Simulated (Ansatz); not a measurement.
# CH6OSi2: the cost of one run

Program: Ansatz 0.2.0, Gaussian basis. Level of theory: the settings change from run to run. These are calculated values, not measurements.

## Step 1: The relaxed structure

The structure was relaxed beforehand with PBE0-D4 in a triple-zeta def2 set.

SMILES `C1[SiH2]O[SiH2]1`, 10 atoms, charge 0, spin multiplicity 1.

Atoms are counted from 1 here; the program's logs count them from 0.

Bond lengths: C1–Si2 1.887 Å, C1–Si4 1.887 Å, C1–H5 1.090 Å, C1–H6 1.090 Å, Si2–O3 1.676 Å, Si2–H7 1.485 Å, Si2–H8 1.485 Å, O3–Si4 1.676 Å, Si4–H9 1.485 Å, Si4–H10 1.485 Å. Angles: Si2–C1–Si4 82.3°, Si2–C1–H5 115.8°, Si2–C1–H6 115.8°, Si4–C1–H5 115.8°, Si4–C1–H6 115.8°, H5–C1–H6 109.5°, C1–Si2–O3 91.1°, C1–Si2–H7 115.9°, C1–Si2–H8 115.9°, O3–Si2–H7 111.8°, O3–Si2–H8 111.8°, H7–Si2–H8 109.3°, Si2–O3–Si4 95.6°, C1–Si4–O3 91.1°, C1–Si4–H9 115.9°, C1–Si4–H10 115.9°, O3–Si4–H9 111.8°, O3–Si4–H10 111.8° and more.

## Step 2: B2PLYP/aug-cc-pVDZ

Options: finite nuclei, high accuracy.

in.yaml

```yaml
crystal:
  periodic: [false, false, false]
  atoms:
    - {symbol: C, position_ang: [-0.825089, 0.578469, -0.148615]}
    - {symbol: Si, position_ang: [-0.384175, -1.245074, 0.050269]}
    - {symbol: O, position_ang: [1.239294, -0.867138, 0.220394]}
    - {symbol: Si, position_ang: [1.037636, 0.788865, 0.064133]}
    - {symbol: H, position_ang: [-1.226295, 0.865554, -1.120656]}
    - {symbol: H, position_ang: [-1.443328, 1.005263, 0.641244]}
    - {symbol: H, position_ang: [-0.925181, -1.914077, 1.260957]}
    - {symbol: H, position_ang: [-0.629748, -2.104050, -1.136272]}
    - {symbol: H, position_ang: [1.472319, 1.515619, 1.284338]}
    - {symbol: H, position_ang: [1.767567, 1.325369, -1.112893]}
basis:
  gaussian: {orbitals: aug-cc-pVDZ, nuclear_model: gaussian}
hamiltonian: {xc: {name: B2PLYP}}
accuracy: high
output: {forces: true}
```

On the command line:

```bash
> ansatz run in.yaml --threads 2 --pin off --events-out ev --progress --plain --max-ram 4352MiB
```

Q: Estimate wall time and peak memory on 2 threads of Arm Neoverse V1, shared host.

About 50 s, with a peak of 0.82 GiB.
